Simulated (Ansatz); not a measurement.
# ScSi2O3: the cost of one run

Program: Ansatz 0.2.0. Level of theory: DFT PBE, scalar-relativistic, plane waves, PAW. These are calculated values, not measurements.

1 further run of the same task is left out (it didn't finish).

## 1. Starting point

The structure is hexagonal, space group P6/mmm (No. 191). Conventional cell: a = 5.241 Å, b = 5.241 Å, c = 2.975 Å, α = 90.00°, β = 90.00°, γ = 120.00°. Around Sc (site symmetry 6/mmm) lie 2 Sc at 2.98 Å and 12 O at 3.01 Å and 6 Si at 3.03 Å. Si (site symmetry -6m2) has 6 O at 2.12 Å and 5 Si at 2.98 to 3.03 Å and 3 Sc at 3.03 Å as nearest neighbours. Around O (site symmetry mmm) lie 4 Si at 2.12 Å and 6 O at 2.62 to 2.98 Å and 4 Sc at 3.01 Å.

As a file:

```xyz
6
Lattice="5.2413 0.0000 0.0000 -2.6207 4.5391 0.0000 0.0000 0.0000 2.9752" Properties=species:S:1:pos:R:3 pbc="T T T"
Sc    0.0000    0.0000    0.0000
Si    0.0000    3.0261    0.0000
Si    2.6207    1.5130    0.0000
O     2.6207    0.0000    1.4876
O     1.3103    2.2696    1.4876
O    -1.3103    2.2696    1.4876
```

The cell was relaxed beforehand at this level, from a database cell with other species swapped in; it needn't be the stable form of this composition. At a tolerance of 0.05 Å it has space group P6/mmm (No. 191); it has 11.80 Å³/atom, an uncorrected energy of -0.57 eV/atom over the elements.

## 2. Bands, states and charges

input.yaml

```yaml
crystal:
  lattice:
    - [5.2413460148, 0.0, 0.0]
    - [-2.6206730074, 4.5391387989, 0.0]
    - [0.0, 0.0, 2.9751672227]
  atoms:
    - { symbol: Sc, position: [0.0, 0.0, 0.0] }
    - { symbol: Si, position: [0.3333333333, 0.6666666667, 0.0] }
    - { symbol: Si, position: [0.6666666667, 0.3333333333, 0.0] }
    - { symbol: O, position: [0.5, 0.0, 0.5] }
    - { symbol: O, position: [0.5, 0.5, 0.5] }
    - { symbol: O, position: [0.0, 0.5, 0.5] }
basis:
  ecutwfc: 420
kpoints:
  mp_grid: { grid: [12, 12, 12] }
  band_path:
    path:
      - [[0.0, 0.0, 0.0], [0.5, 0.0, 0.0], [0.33333333, 0.33333333, 0.0], [0.0, 0.0, 0.0], [0.0, 0.0, 0.5], [0.5, 0.0, 0.5], [0.33333333, 0.33333333, 0.5], [0.0, 0.0, 0.5]]
      - [[0.5, 0.0, 0.5], [0.5, 0.0, 0.0]]
      - [[0.33333333, 0.33333333, 0.5], [0.33333333, 0.33333333, 0.0]]
    npoints: 14
hamiltonian:
  xc: pbe
scf:
  occupations: { method: gaussian, width: 0.1 }
  n_extra_bands: 15
output:
  forces: true
  stress: true
  eigenvalues: true
  populations: true
  dos: { projected: true, de: 0.02, nscf_kmesh: { grid: [15, 15, 15] } }
  bader: true
```

Run with:

```sh
> ansatz run input.yaml --threads 1 --pin off --max-ram 2560MiB --backend cpu --events-out ev --progress --plain --runs-dir out
```

What time and memory should one allow on 1 thread of Intel Xeon Platinum 8259CL at 2.50GHz (Skylake/Cascade Lake), shared host?

About 82 s, with a peak of 0.64 GiB.
